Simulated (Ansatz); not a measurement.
# CH6BSbSe: basis-set convergence

An exercise on one series of results from a longer session: the logs are not shown, and one member is left open.

Program: Ansatz 0.2.0, Gaussian basis. Level of theory: one geometry, several basis sets. These are calculated values, not measurements.

The runs, in order: PBE0-D4/def2-SVP; ωB97M-V/def2-SVP; PBE0-D4/def2-QZVPP; ωB97M-V/def2-QZVPP; the functionals' def2-TZVPP values are taken from earlier runs.

## The relaxed structure

An earlier PBE0-D4 in a triple-zeta def2 set relaxation fixed the geometry. Sb takes the def2 core potential; no spin-orbit term is included.

10 atoms, charge 0, spin multiplicity 1.

Atoms are counted from 1 here; the program's logs count them from 0.

Bond lengths: Se1–C2 1.997 Å, Se1–B3 2.230 Å, Se1–H5 1.469 Å, C2–B3 1.549 Å, C2–H6 1.087 Å, C2–H7 1.087 Å, B3–Sb4 2.261 Å, B3–H8 1.194 Å, Sb4–H9 1.711 Å, Sb4–H10 1.706 Å. Angles: C2–Se1–B3 42.6°, C2–Se1–H5 94.9°, B3–Se1–H5 94.9°, Se1–C2–B3 76.8°, Se1–C2–H6 106.4°, Se1–C2–H7 109.0°, B3–C2–H6 121.7°, B3–C2–H7 121.7°, H6–C2–H7 112.1°, Se1–B3–C2 60.7°, Se1–B3–Sb4 108.7°, Se1–B3–H8 106.9°, C2–B3–Sb4 118.7°, C2–B3–H8 119.2°, Sb4–B3–H8 121.2°, B3–Sb4–H9 91.7°, B3–Sb4–H10 94.9°, H9–Sb4–H10 91.9°.

The first run:

Contents of in.yaml:

```yaml
crystal:
  periodic: [false, false, false]
  atoms:
    - {symbol: Se, position_ang: [1.860066, -0.079793, 0.776389]}
    - {symbol: C, position_ang: [-0.051911, 0.093122, 1.324774]}
    - {symbol: B, position_ang: [-0.146623, -0.316692, -0.165817]}
    - {symbol: Sb, position_ang: [-0.412857, 1.302158, -1.721908]}
    - {symbol: H, position_ang: [1.978949, -1.488732, 1.174849]}
    - {symbol: H, position_ang: [-0.188609, 1.123675, 1.643177]}
    - {symbol: H, position_ang: [-0.254933, -0.612685, 2.125637]}
    - {symbol: H, position_ang: [-0.263811, -1.471295, -0.447193]}
    - {symbol: H, position_ang: [-2.116332, 1.159161, -1.653194]}
    - {symbol: H, position_ang: [-0.320639, 0.239883, -3.053912]}
basis:
  gaussian: {orbitals: def2-SVP}
hamiltonian: {xc: pbe0, dispersion: d4}
output: {orbitals: {seedname: orbitals}}
```

Command:

```console
$ ansatz run in.yaml --threads 4 --pin off --events-out ev --progress --plain --max-ram 10444MiB
```

Among the steps run: PBE0-D4 in def2-SVP; ωB97M-V in def2-SVP; PBE0-D4 in def2-QZVPP; ωB97M-V in def2-QZVPP.

One of the session's tables, all rows but one given; the rest of the session is left out.

It belongs to the step «Functionals by basis». 

| functional | basis | HOMO (eV) |
| --- | --- | --- |
| PBE0-D4 | def2-SVP | -6.35 |
| PBE0-D4 | def2-TZVPP | -6.46 |
| PBE0-D4 | def2-QZVPP | -6.47 |
| ωB97M-V | def2-SVP | -8.38 |
| ωB97M-V | def2-TZVPP | -8.52 |
| ωB97M-V | def2-QZVPP | ? |

Q: Estimate the row for ωB97M-V, def2-QZVPP from the others.

**Answer.** HOMO (eV): -8.53. In the column «HOMO (eV)» it is the lowest.
